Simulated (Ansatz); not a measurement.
# C₂H₁₀AlNSi: one species, many methods

How much do the methods differ for C₂H₁₀AlNSi? The plan is to run it at one geometry with functionals of several rungs and with coupled cluster. The yardstick is the atomisation energy at the CCSD(T) limit.

Method: functionals in def2-TZVPP, the program's frozen cores in correlated methods; program: Ansatz 0.2.0, Gaussian basis.

Levels to be run: LDA (SPW92), PBE-D4, revPBE-D4, BLYP-D4, r2SCAN-D4, B97M-V, PBE0-D4, B3LYP-D4, r2SCANh-D4, r2SCAN0-D4, HSE06-D4, BHLYP-D4, CAM-B3LYP-D4, LC-ωPBE, ωB97X-V, ωB97M-V, B2PLYP, PBE-QIDH; CCSD(T)/def2-SVP; CCSD(T)/def2-TZVPP; MP2/def2-QZVPP; extrapolation to the limit; RPA on PBE.

## (1) The geometry

The geometry comes from an earlier relaxation with PBE0-D4 in a triple-zeta def2 set; it is a stationary point, not always the lowest conformer.

15 atoms, charge 0, spin multiplicity 1.

Atoms are counted from 1 here; the program's logs count them from 0.

Bond lengths: C1–Al2 1.949 Å, C1–H6 1.093 Å, C1–H7 1.095 Å, C1–H8 1.095 Å, Al2–N3 1.776 Å, Al2–H9 1.588 Å, N3–C4 1.455 Å, N3–H10 1.010 Å, C4–Si5 1.887 Å, C4–H11 1.099 Å, C4–H12 1.095 Å, Si5–H13 1.490 Å, Si5–H14 1.491 Å, Si5–H15 1.488 Å. Angles: Al2–C1–H6 112.6°, Al2–C1–H7 111.1°, Al2–C1–H8 111.0°, H6–C1–H7 107.7°, H6–C1–H8 107.6°, H7–C1–H8 106.5°, C1–Al2–N3 119.6°, C1–Al2–H9 125.0°, N3–Al2–H9 115.4°, Al2–N3–C4 128.2°, Al2–N3–H10 120.0°, C4–N3–H10 111.7°, N3–C4–Si5 111.2°, N3–C4–H11 112.1°, N3–C4–H12 109.2°, Si5–C4–H11 110.2°, Si5–C4–H12 108.3°, H11–C4–H12 105.6° and more.

## (2) LDA

This LDA is Slater exchange with PW92 correlation.

The input, in.yaml:

```yaml
crystal:
  periodic: [false, false, false]
  atoms:
    - {symbol: C, position_ang: [-2.238783, 1.277325, 1.713054]}
    - {symbol: Al, position_ang: [-1.547854, 0.261302, 0.200520]}
    - {symbol: N, position_ang: [0.066888, -0.470723, 0.299568]}
    - {symbol: C, position_ang: [0.779801, -1.220477, -0.723447]}
    - {symbol: Si, position_ang: [2.338440, -0.309829, -1.274381]}
    - {symbol: H, position_ang: [-1.542700, 1.301883, 2.555396]}
    - {symbol: H, position_ang: [-3.182517, 0.855831, 2.073473]}
    - {symbol: H, position_ang: [-2.449800, 2.312803, 1.427073]}
    - {symbol: H, position_ang: [-2.322873, 0.020850, -1.164060]}
    - {symbol: H, position_ang: [0.626137, -0.348249, 1.131955]}
    - {symbol: H, position_ang: [1.031969, -2.236945, -0.391263]}
    - {symbol: H, position_ang: [0.129111, -1.347688, -1.595474]}
    - {symbol: H, position_ang: [3.178804, -0.022875, -0.077632]}
    - {symbol: H, position_ang: [3.146273, -1.108415, -2.239704]}
    - {symbol: H, position_ang: [1.965204, 0.984506, -1.905779]}
basis:
  gaussian: {orbitals: def2-TZVPP}
hamiltonian: {xc: lda}
output: {orbitals: {seedname: orbitals}}
```

The runs that follow: PBE-D4 (GGA); revPBE-D4 (GGA); BLYP-D4 (GGA); r2SCAN-D4 (meta-GGA); B97M-V (meta-GGA); PBE0-D4 (hybrid); B3LYP-D4 (hybrid); r2SCANh-D4 (hybrid); r2SCAN0-D4 (hybrid); HSE06-D4 (hybrid); BHLYP-D4 (hybrid); CAM-B3LYP-D4 (range-separated); LC-ωPBE (range-separated); ωB97X-V (range-separated); ωB97M-V (range-separated); B2PLYP (double hybrid); PBE-QIDH (double hybrid); CCSD(T) in def2-SVP; CCSD(T) in def2-TZVPP; MP2 in def2-QZVPP; RPA on PBE orbitals.

Q: Predict the results of all the runs planned. Wanted: atomisation energy, CCSD(T)/CBS; farthest beyond LDA; mean size of error, GGA; mean size of error, meta-GGA; mean size of error, hybrid; mean size of error, range-separated; mean size of error, double hybrid; gap, smallest and largest; T1 diagnostic.

As calculated:

```
                               quantity                                                                     value
        atomisation energy, CCSD(T)/CBS                                                                 52.885 eV
    functionals within 0.264 eV (0.5 %)  PBE-D4, r2SCAN-D4, B97M-V, PBE0-D4, B3LYP-D4, HSE06-D4, ωB97X-V, ωB97M-V
                    farthest beyond LDA                                                      BHLYP-D4 (-0.952 eV)
                mean size of error, GGA                                                                  0.420 eV
           mean size of error, meta-GGA                                                                  0.148 eV
             mean size of error, hybrid                                                                  0.392 eV
    mean size of error, range-separated                                                                  0.251 eV
      mean size of error, double hybrid                                                                  0.577 eV
              gap, smallest and largest                                 4.22 eV (LDA (SPW92)), 10.94 eV (LC-ωPBE)
                          T1 diagnostic                                                                    0.0116
triples share of the correlation energy                                                                     3.6 %
```

**Reading.** LDA overbinds by 6.306 eV (12 %). PBE-D4 is off by +0.260 eV. Double hybrids carry the basis error of their MP2 part in triple zeta, and no dispersion term here, so their miss is partly the set-up's. The rungs meta-GGA, range-separated miss on average by less than the doubt on the reference (0.264 eV), so they tie. The reference freezes the cores and leaves out relativity and excitations past (T), so misses under about 0.264 eV can't be ranked. Hartree-Fock recovers 74 % of the binding; the rest is correlation. CCSD(T) in def2-SVP is off by -2.915 eV, which most functionals beat. The gap grows from 4.2 to 10.9 eV across the functionals, mostly with the share of exact exchange.
